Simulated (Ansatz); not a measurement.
**CH₆FInO₄Si: one species, many methods**

One table from this session's results is given with a row withheld; the runs are named, their logs left out.

Method: functionals in def2-TZVPP, the program's frozen cores in correlated methods; program: Ansatz 0.2.0, Gaussian basis.

Levels to be run: LDA (SPW92), PBE-D4, revPBE-D4, BLYP-D4, r2SCAN-D4, B97M-V, PBE0-D4, B3LYP-D4, r2SCANh-D4, r2SCAN0-D4, HSE06-D4, BHLYP-D4, CAM-B3LYP-D4, LC-ωPBE, ωB97X-V, ωB97M-V, B2PLYP, PBE-QIDH; CCSD(T)/def2-SVP; CCSD(T)/def2-TZVPP; MP2/def2-QZVPP; extrapolation to the limit; RPA on PBE.

## The relaxed structure

An earlier PBE0-D4 in a triple-zeta def2 set relaxation fixed the geometry. In takes the def2 core potential; no spin-orbit term is included.

14 atoms, charge 0, spin multiplicity 1.

Atoms are counted from 1 here; the program's logs count them from 0.

Bond lengths: C1–In2 2.111 Å, C1–H9 1.089 Å, C1–H10 1.089 Å, C1–H11 1.089 Å, In2–F3 1.984 Å, In2–O4 2.035 Å, O4–Si5 1.602 Å, Si5–O6 1.631 Å, Si5–O7 1.705 Å, Si5–O8 1.622 Å, O6–H12 0.965 Å, O7–H13 0.960 Å, O8–H14 0.958 Å. Angles: In2–C1–H9 109.3°, In2–C1–H10 109.5°, In2–C1–H11 108.8°, H9–C1–H10 109.9°, H9–C1–H11 109.9°, H10–C1–H11 109.3°, C1–In2–F3 125.3°, C1–In2–O4 134.8°, F3–In2–O4 97.9°, In2–O4–Si5 100.9°, O4–Si5–O6 116.6°, O4–Si5–O7 97.6°, O4–Si5–O8 116.9°, O6–Si5–O7 108.4°, O6–Si5–O8 107.3°, O7–Si5–O8 109.3°, Si5–O6–H12 112.6°, Si5–O7–H13 117.2° and more.

Set-up of the first run:

File in.yaml:

```yaml
crystal:
  periodic: [false, false, false]
  atoms:
    - {symbol: C, position_ang: [0.611315, 2.190338, -2.076054]}
    - {symbol: In, position_ang: [-0.137624, 1.059085, -0.458841]}
    - {symbol: F, position_ang: [-0.210103, 1.667893, 1.428204]}
    - {symbol: O, position_ang: [-1.384756, -0.539481, -0.284386]}
    - {symbol: Si, position_ang: [-0.544863, -1.470516, 0.712498]}
    - {symbol: O, position_ang: [-0.796135, -1.244896, 2.308293]}
    - {symbol: O, position_ang: [1.004854, -0.876416, 0.321778]}
    - {symbol: O, position_ang: [-0.590441, -3.068101, 0.438326]}
    - {symbol: H, position_ang: [0.990388, 3.141139, -1.705430]}
    - {symbol: H, position_ang: [-0.185402, 2.365031, -2.797778]}
    - {symbol: H, position_ang: [1.414718, 1.631297, -2.554396]}
    - {symbol: H, position_ang: [-0.865636, -0.311871, 2.544565]}
    - {symbol: H, position_ang: [1.683376, -0.939372, 0.998553]}
    - {symbol: H, position_ang: [-0.989690, -3.604129, 1.124678]}
basis:
  gaussian: {orbitals: def2-TZVPP}
hamiltonian: {xc: lda}
output: {orbitals: {seedname: orbitals}}
```

Run with:

```console
$ ansatz run in.yaml --threads 2 --pin off --events-out ev --progress --plain --max-ram 32768MiB --backend cuda --devices 0, --max-vram 18GiB
```

Among the steps run: LDA; PBE-D4 (GGA); revPBE-D4 (GGA); BLYP-D4 (GGA); r2SCAN-D4 (meta-GGA); B97M-V (meta-GGA); B3LYP-D4 (hybrid); r2SCANh-D4 (hybrid); r2SCAN0-D4 (hybrid); HSE06-D4 (hybrid); BHLYP-D4 (hybrid); CAM-B3LYP-D4 (range-separated); LC-ωPBE (range-separated); ωB97X-V (range-separated); ωB97M-V (range-separated); B2PLYP (double hybrid); PBE-QIDH (double hybrid).

One table of the session follows, with a row left open; its other results are not shown here.

It belongs to the step «Orbital energies across the functionals». 

```
  functional  HOMO (eV)  gap (eV)
 LDA (SPW92)      -7.10      4.93
      PBE-D4      -6.86      4.98
   revPBE-D4      -6.78      5.02
     BLYP-D4      -6.75      4.87
   r2SCAN-D4      -7.23      5.67
      B97M-V      -7.30      5.54
     PBE0-D4      -8.52      7.53
    B3LYP-D4      -8.24      6.91
  r2SCANh-D4      -7.85      6.61
  r2SCAN0-D4      -8.78      8.00
    HSE06-D4          ?         ?
    BHLYP-D4     -10.01      9.79
CAM-B3LYP-D4      -9.99      9.87
     LC-ωPBE     -11.36     12.55
     ωB97X-V     -11.00     11.98
     ωB97M-V     -10.93     11.58
```

Q: Estimate the row for HSE06-D4 from the others.

As computed: HOMO (eV): -8.11; gap (eV): 6.76. In the column «HOMO (eV)» it lies between B3LYP-D4 (-8.24) and r2SCANh-D4 (-7.85).
